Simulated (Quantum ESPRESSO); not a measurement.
# Ir in Quantum ESPRESSO: a series of runs

Runs on Ir. Level: PBE. Tasks: work function.

All numbers are computed with Quantum ESPRESSO 7.5; they aren't measurements. Logs are shortened: lines on timing, memory, paths and dates and some standing lists are left out, and cuts for length are marked.

**1. The sheet as given**

The cell holds a sheet with vacuum, 1 atom: a = 2.452 Å, b = 2.452 Å, c = 23.800 Å, α = 90.00°, β = 90.00°, γ = 90.00°.

The cell was built by a generator and needn't be a form met in nature.

**2. Work function, PBE**

Contents of pw.in:

```
&CONTROL
  calculation = 'scf'
  prefix = 'pwscf'
  outdir = './tmp'
  pseudo_dir = './pseudo'
  tprnfor = .true.
  disk_io = 'low'
/
&SYSTEM
  ibrav = 0
  celldm(1) = 8
  nat = 1
  ntyp = 1
  ecutwfc = 68
  nbnd = 15
  occupations = 'smearing'
  smearing = 'fd'
  degauss = 0.00367493
/
&ELECTRONS
  conv_thr = 1d-09
  electron_maxstep = 150
  mixing_beta = 0.3
  mixing_mode = 'local-TF'
/
ATOMIC_SPECIES
Ir   192.2170 Ir.upf
CELL_PARAMETERS alat
  0.5791632626753  -0.0000000000000   0.0000000000000
 -0.0000000000000   0.5791632626753   0.0000000000000
  0.0000000000000   0.0000000000000   5.6219352207617
ATOMIC_POSITIONS crystal
Ir     0.0000000000    0.0000000000    0.2941200000
K_POINTS automatic
11 11 1 0 0 0
```

Contents of pp_density.in:

```
&INPUTPP
  prefix = 'pwscf'
  outdir = './tmp'
  filplot = 'density.dat'
  plot_num = 0
/
&PLOT
  nfile = 1
  filepp(1) = 'density.dat'
  iflag = 3
  output_format = 6
  fileout = 'density.cube'
/
```

Contents of pp_potential.in:

```
&INPUTPP
  prefix = 'pwscf'
  outdir = './tmp'
  filplot = 'potential.dat'
  plot_num = 11
/
&PLOT
  nfile = 1
  filepp(1) = 'potential.dat'
  iflag = 3
  output_format = 6
  fileout = 'potential.cube'
/
```

Contents of pp_elf.in:

```
&INPUTPP
  prefix = 'pwscf'
  outdir = './tmp'
  filplot = 'elf.dat'
  plot_num = 8
/
&PLOT
  nfile = 1
  filepp(1) = 'elf.dat'
  iflag = 3
  output_format = 6
  fileout = 'elf.cube'
/
```

Potentials or basis: PseudoDojo 0.4 SR PBE stringent.

Started as:

```sh
$ OMP_NUM_THREADS=1 mpirun -n 2 pw.x -nk 2 -in pw.in > pw.out
$ OMP_NUM_THREADS=1 mpirun -n 1 pp.x -in pp_density.in > pp_density.out
$ OMP_NUM_THREADS=1 mpirun -n 1 pp.x -in pp_potential.in > pp_potential.out
$ OMP_NUM_THREADS=1 mpirun -n 1 pp.x -in pp_elf.in > pp_elf.out
```

pw.out:

```text
This program is part of the open-source Quantum ESPRESSO suite
     for quantum simulation of materials; please cite
[... 6 lines left out ...]
     using ibrav=0 with symmetry is DISCOURAGED, use correct ibrav instead

     K-points division:     npool     =       2
     Subspace diagonalization in iterative solution of the eigenvalue problem:
     a serial algorithm will be used

     G-vector sticks info
     --------------------
     sticks:   dense  smooth     PW     G-vecs:    dense   smooth      PW
     Sum         465     465    145                73037    73037   12395

     Using Slab Decomposition

     bravais-lattice index     =            0
     lattice parameter (alat)  =       8.0000  a.u.
     unit-cell volume          =     965.5123 (a.u.)^3
     number of atoms/cell      =            1
     number of atomic types    =            1
     number of electrons       =        17.00
     number of Kohn-Sham states=           15
     kinetic-energy cutoff     =      68.0000  Ry
     charge density cutoff     =     272.0000  Ry
     scf convergence threshold =      1.0E-09
     mixing beta               =       0.3000
     number of iterations used =            8  local-TF  mixing
     Exchange-correlation= PBE
                           (   1   4   3   4   0   0   0)

     celldm(1)=   8.000000  celldm(2)=   0.000000  celldm(3)=   0.000000
     celldm(4)=   0.000000  celldm(5)=   0.000000  celldm(6)=   0.000000

     crystal axes: (cart. coord. in units of alat)
               a(1) = (   0.579163  -0.000000   0.000000 )
               a(2) = (  -0.000000   0.579163   0.000000 )
               a(3) = (   0.000000   0.000000   5.621935 )

     reciprocal axes: (cart. coord. in units 2 pi/alat)
               b(1) = (  1.726629  0.000000 -0.000000 )
               b(2) = (  0.000000  1.726629 -0.000000 )
               b(3) = ( -0.000000 -0.000000  0.177875 )

     PseudoPot. # 1 for Ir read from file:
     Ir.upf
     Pseudo is Norm-conserving + core correction, Zval = 17.0
     Generated using ONCVPSP code by D. R. Hamann
     Using radial grid of 1310 points,  8 beta functions with:
                l(1) =   0
                l(2) =   0
                l(3) =   1
                l(4) =   1
                l(5) =   2
                l(6) =   2
                l(7) =   3
                l(8) =   3

     atomic species   valence    mass     pseudopotential
     Ir               17.00   192.21700     Ir( 1.00)

      8 Sym. Ops. (no inversion) found

   Cartesian axes

     site n.     atom                  positions (alat units)
         1        Ir     tau(   1) = (   0.0000000   0.0000000   1.6535236  )

     number of k points=    21  Fermi-Dirac smearing, width (Ry)=  0.0037
                       cart. coord. in units 2pi/alat
        k(    1) = (   0.0000000   0.0000000   0.0000000), wk =   0.0165289
        k(    2) = (   0.0000000   0.1569663   0.0000000), wk =   0.0661157
        k(    3) = (   0.0000000   0.3139325   0.0000000), wk =   0.0661157
        k(    4) = (   0.0000000   0.4708988   0.0000000), wk =   0.0661157
        k(    5) = (   0.0000000   0.6278650   0.0000000), wk =   0.0661157
        k(    6) = (   0.0000000   0.7848313   0.0000000), wk =   0.0661157
[... 13 lines left out ...]
        k(   20) = (   0.6278650   0.7848313   0.0000000), wk =   0.1322314
        k(   21) = (   0.7848313   0.7848313   0.0000000), wk =   0.0661157

     Dense  grid:    73037 G-vectors     FFT dimensions: (  25,  25, 240)

     Initial potential from superposition of free atoms

     starting charge      16.9998, renormalised to      17.0000

     negative rho (up, down):  9.416E-05 0.000E+00
     Starting wfcs are   10 randomized atomic wfcs +    5 random wfcs

     Self-consistent Calculation

     iteration #  1     ecut=    68.00 Ry     beta= 0.30
     Davidson diagonalization with overlap
     ethr =  1.00E-02,  avg # of iterations =  7.9

     Threshold (ethr) on eigenvalues was too large:
     Diagonalizing with lowered threshold

     Davidson diagonalization with overlap
     ethr =  4.64E-05,  avg # of iterations =  7.1

     negative rho (up, down):  4.461E-05 0.000E+00

     total energy              =    -230.16919228 Ry
     estimated scf accuracy    <       0.00812185 Ry

     iteration #  2     ecut=    68.00 Ry     beta= 0.30
     Davidson diagonalization with overlap
     ethr =  4.78E-05,  avg # of iterations =  1.8

     negative rho (up, down):  3.706E-05 0.000E+00

     total energy              =    -230.16787570 Ry
     estimated scf accuracy    <       0.00513082 Ry

     iteration #  3     ecut=    68.00 Ry     beta= 0.30
     Davidson diagonalization with overlap
     ethr =  3.02E-05,  avg # of iterations =  5.3

     total energy              =    -230.16784466 Ry
     estimated scf accuracy    <       0.00103962 Ry

     iteration #  4     ecut=    68.00 Ry     beta= 0.30
     Davidson diagonalization with overlap
     ethr =  6.12E-06,  avg # of iterations =  5.1

     total energy              =    -230.16783818 Ry
     estimated scf accuracy    <       0.00035098 Ry
[... 69 lines left out ...]
     iteration # 13     ecut=    68.00 Ry     beta= 0.30
     Davidson diagonalization with overlap
     ethr =  8.32E-10,  avg # of iterations =  6.5

     negative rho (up, down):  8.178E-06 0.000E+00

     total energy              =    -230.16779379 Ry
     estimated scf accuracy    <          3.0E-09 Ry

     iteration # 14     ecut=    68.00 Ry     beta= 0.30
     Davidson diagonalization with overlap
     ethr =  1.78E-11,  avg # of iterations =  2.3

     negative rho (up, down):  5.286E-06 0.000E+00

     total energy              =    -230.16779377 Ry
     estimated scf accuracy    <          1.9E-09 Ry

     iteration # 15     ecut=    68.00 Ry     beta= 0.30
     Davidson diagonalization with overlap
     ethr =  1.13E-11,  avg # of iterations =  2.2

     End of self-consistent calculation

          k = 0.0000 0.0000 0.0000 (  9063 PWs)   bands (ev):

   -95.1506 -51.6511 -51.5293 -51.5293 -10.7071  -9.2756  -5.4721  -2.2074
    -2.2074  -1.7231  -0.7558   2.7922   3.1638   3.2648   4.0696

          k = 0.0000 0.1570 0.0000 (  9100 PWs)   bands (ev):

   -95.1439 -51.6416 -51.6232 -51.5215 -10.3872  -8.9950  -5.3600  -3.2988
    -2.1682  -1.0877  -0.7679   2.9905   3.3915   3.4686   4.3012

          k = 0.0000 0.3139 0.0000 (  9130 PWs)   bands (ev):

   -95.1260 -51.8708 -51.6160 -51.5006  -9.7742  -7.8970  -5.0394  -4.6330
    -2.0617  -1.8963   0.3363   3.5827   4.0487   4.0788   4.9703

          k = 0.0000 0.4709 0.0000 (  9110 PWs)   bands (ev):

   -95.1024 -52.1861 -51.5823 -51.4730  -9.2528  -5.8763  -5.8237  -4.5624
    -2.8204  -1.9188   1.5398   4.5623   5.0967   5.1029   6.0334

          k = 0.0000 0.6279 0.0000 (  9116 PWs)   bands (ev):

   -95.0807 -52.4676 -51.5512 -51.4476  -8.8357  -6.7040  -4.0652  -3.5720
    -3.4162  -1.7838   2.8922   5.9117   6.5216   6.5322   6.9052

          k = 0.0000 0.7848 0.0000 (  9128 PWs)   bands (ev):

   -95.0677 -52.6313 -51.5326 -51.4325  -8.5882  -7.1689  -3.9845  -3.6996
    -1.7019  -1.4581   4.1425   5.2834   7.6155   7.9448   8.3511
[... 56 lines left out ...]
          k = 0.4709 0.7848 0.0000 (  9178 PWs)   bands (ev):

   -95.0204 -52.5535 -52.0663 -51.4674  -7.9631  -6.5101  -4.5784  -4.2370
    -2.9443   2.2021   6.2321   7.0370   9.5194   9.5296  10.2224

          k = 0.6279 0.6279 0.0000 (  9186 PWs)   bands (ev):

   -95.0118 -52.3651 -52.3525 -51.4557  -8.4824  -5.9174  -5.4554  -3.1365
    -2.0486   0.5478   6.8889   9.0678   9.0939   9.8083   9.9272

          k = 0.6279 0.7848 0.0000 (  9201 PWs)   bands (ev):

   -94.9991 -52.5182 -52.3385 -51.4379  -8.9533  -6.1783  -5.4711  -2.9193
    -1.1490   3.2909   6.6714   8.4150  10.0199  10.8665  11.6545

          k = 0.7848 0.7848 0.0000 (  9204 PWs)   bands (ev):

   -94.9863 -52.4979 -52.4962 -51.4203  -9.4703  -5.9858  -5.9273  -2.6651
     1.0070   4.5819   6.2402   9.3259  10.4104  11.8898  12.3594

     the Fermi energy is    -2.9260 ev

!    total energy              =    -230.16779378 Ry
     estimated scf accuracy    <          7.9E-11 Ry
     smearing contrib. (-TS)   =      -0.00116759 Ry
     internal energy E=F+TS    =    -230.16662619 Ry

     The total energy is F=E-TS. E is the sum of the following terms:
     one-electron contribution =   -1145.04235383 Ry
     hartree contribution      =     567.65388613 Ry
     xc contribution           =     -43.54652808 Ry
     ewald contribution        =     390.76836959 Ry

     convergence has been achieved in  15 iterations

     Forces acting on atoms (cartesian axes, Ry/au):

     atom    1 type  1   force =     0.00000000    0.00000000    0.00000000

     Total force =     0.000000     Total SCF correction =     0.000003

=------------------------------------------------------------------------------=
   JOB DONE.
=------------------------------------------------------------------------------=
```

pp_density.out:

```text
This program is part of the open-source Quantum ESPRESSO suite
     for quantum simulation of materials; please cite
         "P. Giannozzi et al., J. Phys.:Condens. Matter 21 395502 (2009);
         "P. Giannozzi et al., J. Phys.:Condens. Matter 29 465901 (2017);
         "P. Giannozzi et al., J. Chem. Phys. 152 154105 (2020);
     in publications or presentations arising from this work. More details at

     IMPORTANT: XC functional enforced from input :
     Exchange-correlation= PBE
                           (   1   4   3   4   0   0   0)
     Any further DFT definition will be discarded
     Please, verify this is what you really want

     G-vector sticks info
     --------------------
     sticks:   dense  smooth     PW     G-vecs:    dense   smooth      PW
     Sum         465     465    145                73037    73037   12395

     Using Slab Decomposition

     Calling punch_plot, plot_num =   0
     Writing data to file  density.dat
     Reading data from file  density.dat

     Writing data to be plotted to file density.cube
     Plot Type: 3D                     Output format: Gaussian cube

=------------------------------------------------------------------------------=
   JOB DONE.
=------------------------------------------------------------------------------=
```

Run time: 35 s. Hardware: 2 MPI ranks of Arm Neoverse V2, shared host; peak memory 0.3 GiB.

Results:

- Free energy: -3131.5924 eV
- Band gap on the k mesh: none (metal or under the smearing width)
- Work function of the upper face: 6.06 eV
- Work function of the lower face: 6.06 eV

The run has no spin-orbit coupling, so splittings on Ir are missing.

**3. Work function, PBE**

pw.in is that of step 2.

pp_density.in is that of step 2.

pp_potential.in is that of step 2.

pp_elf.in is that of step 2.

Potentials or basis: PseudoDojo 0.4.1 SR PBE standard.

Started as:

```sh
$ OMP_NUM_THREADS=1 mpirun -n 2 pw.x -nk 2 -in pw.in > pw.out
$ OMP_NUM_THREADS=1 mpirun -n 1 pp.x -in pp_density.in > pp_density.out
$ OMP_NUM_THREADS=1 mpirun -n 1 pp.x -in pp_potential.in > pp_potential.out
$ OMP_NUM_THREADS=1 mpirun -n 1 pp.x -in pp_elf.in > pp_elf.out
```

pw.out:

```text
This program is part of the open-source Quantum ESPRESSO suite
     for quantum simulation of materials; please cite
[... 6 lines left out ...]
     using ibrav=0 with symmetry is DISCOURAGED, use correct ibrav instead

     K-points division:     npool     =       2
     Subspace diagonalization in iterative solution of the eigenvalue problem:
     a serial algorithm will be used

     G-vector sticks info
     --------------------
     sticks:   dense  smooth     PW     G-vecs:    dense   smooth      PW
     Sum         465     465    145                73037    73037   12395

     Using Slab Decomposition

     bravais-lattice index     =            0
     lattice parameter (alat)  =       8.0000  a.u.
     unit-cell volume          =     965.5123 (a.u.)^3
     number of atoms/cell      =            1
     number of atomic types    =            1
     number of electrons       =        17.00
     number of Kohn-Sham states=           15
     kinetic-energy cutoff     =      68.0000  Ry
     charge density cutoff     =     272.0000  Ry
     scf convergence threshold =      1.0E-09
[... 82 lines left out ...]
     Diagonalizing with lowered threshold

     Davidson diagonalization with overlap
     ethr =  4.64E-05,  avg # of iterations =  7.1

     negative rho (up, down):  4.461E-05 0.000E+00
[... 113 lines left out ...]
     iteration # 15     ecut=    68.00 Ry     beta= 0.30
     Davidson diagonalization with overlap
     ethr =  1.13E-11,  avg # of iterations =  2.2

     End of self-consistent calculation

          k = 0.0000 0.0000 0.0000 (  9063 PWs)   bands (ev):

   -95.1506 -51.6511 -51.5293 -51.5293 -10.7071  -9.2756  -5.4721  -2.2074
    -2.2074  -1.7231  -0.7558   2.7922   3.1638   3.2648   4.0696
[... 98 lines left out ...]
   -94.9863 -52.4979 -52.4962 -51.4203  -9.4703  -5.9858  -5.9273  -2.6651
     1.0070   4.5819   6.2402   9.3259  10.4104  11.8898  12.3594

     the Fermi energy is    -2.9260 ev

!    total energy              =    -230.16779378 Ry
     estimated scf accuracy    <          7.9E-11 Ry
     smearing contrib. (-TS)   =      -0.00116759 Ry
     internal energy E=F+TS    =    -230.16662619 Ry

     The total energy is F=E-TS. E is the sum of the following terms:
     one-electron contribution =   -1145.04235383 Ry
     hartree contribution      =     567.65388613 Ry
     xc contribution           =     -43.54652808 Ry
     ewald contribution        =     390.76836959 Ry

     convergence has been achieved in  15 iterations

     Forces acting on atoms (cartesian axes, Ry/au):

     atom    1 type  1   force =     0.00000000    0.00000000    0.00000000

     Total force =     0.000000     Total SCF correction =     0.000003

=------------------------------------------------------------------------------=
   JOB DONE.
=------------------------------------------------------------------------------=
```

pp_density.out:

```text
This program is part of the open-source Quantum ESPRESSO suite
     for quantum simulation of materials; please cite
         "P. Giannozzi et al., J. Phys.:Condens. Matter 21 395502 (2009);
         "P. Giannozzi et al., J. Phys.:Condens. Matter 29 465901 (2017);
         "P. Giannozzi et al., J. Chem. Phys. 152 154105 (2020);
     in publications or presentations arising from this work. More details at

     IMPORTANT: XC functional enforced from input :
     Exchange-correlation= PBE
                           (   1   4   3   4   0   0   0)
     Any further DFT definition will be discarded
     Please, verify this is what you really want

     G-vector sticks info
     --------------------
     sticks:   dense  smooth     PW     G-vecs:    dense   smooth      PW
     Sum         465     465    145                73037    73037   12395

     Using Slab Decomposition

     Calling punch_plot, plot_num =   0
     Writing data to file  density.dat
     Reading data from file  density.dat

     Writing data to be plotted to file density.cube
     Plot Type: 3D                     Output format: Gaussian cube

=------------------------------------------------------------------------------=
   JOB DONE.
=------------------------------------------------------------------------------=
```

It took 35 s on 2 MPI ranks of Arm Neoverse V2, shared host; peak memory 0.3 GiB.

What came out:

| Property | Result |
| --- | --- |
| Free energy | -3131.5924 eV |
| Band gap on the k mesh | none (metal or under the smearing width) |
| Work function of the upper face | 6.06 eV |
| Work function of the lower face | 6.06 eV |

Spin-orbit coupling is left out, which matters for the levels of Ir.

(Part 1 of 2 ends here.)
